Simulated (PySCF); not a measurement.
# H3PYb (Yb(PH3)2+): the cost of one run

Computed with PySCF 2.14.0. Level: PBE0, Yb lcecp-0-SVP with ECP60, P def2-SVP, H def2-SVP; scalar-relativistic core potentials, no spin–orbit coupling.

1 further run of the same task is left out (for a known fault of the program).

## Step 1: The starting structure

5 atoms, charge 2, spin multiplicity 1.

Bond lengths: Yb1–P2 2.998 Å, P2–H3 1.420 Å, P2–H4 1.420 Å, P2–H5 1.420 Å. Angles: Yb1–P2–H3 121.6°, Yb1–P2–H4 121.6°, Yb1–P2–H5 121.6°, H3–P2–H4 95.1°, H3–P2–H5 95.1°, H4–P2–H5 95.1°.

As a file:

```
Yb    0.0000    0.0000    0.0000
P     0.0000    0.0000    2.9975
H     1.2100    0.0000    3.7407
H    -0.6050    1.0479    3.7407
H    -0.6050   -1.0479    3.7407
```

Formal oxidation states: Yb +2. Each metal's 14 4f electrons lie in its core potential, so multiplicities, spins and levels count the valence alone.

## Step 2: SCF at the start, singlet

Input file run.py (the lines that set the calculation):

```python
mol = gto.M(atom='''
Yb     0.00000     0.00000     0.00000
P      0.00000     0.00000     2.99750
H      1.21000     0.00000     3.74070
H     -0.60500     1.04790     3.74070
H     -0.60500    -1.04790     3.74070''',
    basis={'Yb': 'lcecp-0-SVP', 'P': 'def2-SVP', 'H': 'def2-SVP'},
    ecp={'Yb': 'lcecp-0-SVP'},
    charge=2, spin=0)
mf = dft.RKS(mol, xc='PBE0')
mf.grids.atom_grid = (50, 194)  # f atoms: unpruned, at least (60, 302)
mf = mf.density_fit()  # fitting sets: Yb AutoAux, P def2-universal-JKFIT, H def2-universal-JKFIT
mf.conv_tol = 1e-08; mf.max_cycle = 55
mf.kernel(dm0)  # dm0: free metal ions and neutral atoms
```

Launch:

```
$ OMP_NUM_THREADS=2 python run.py
```

What time and memory should one allow on 2 threads of Arm Neoverse V2, shared host?

About 1.3 s, with a peak of 0.37 GiB.
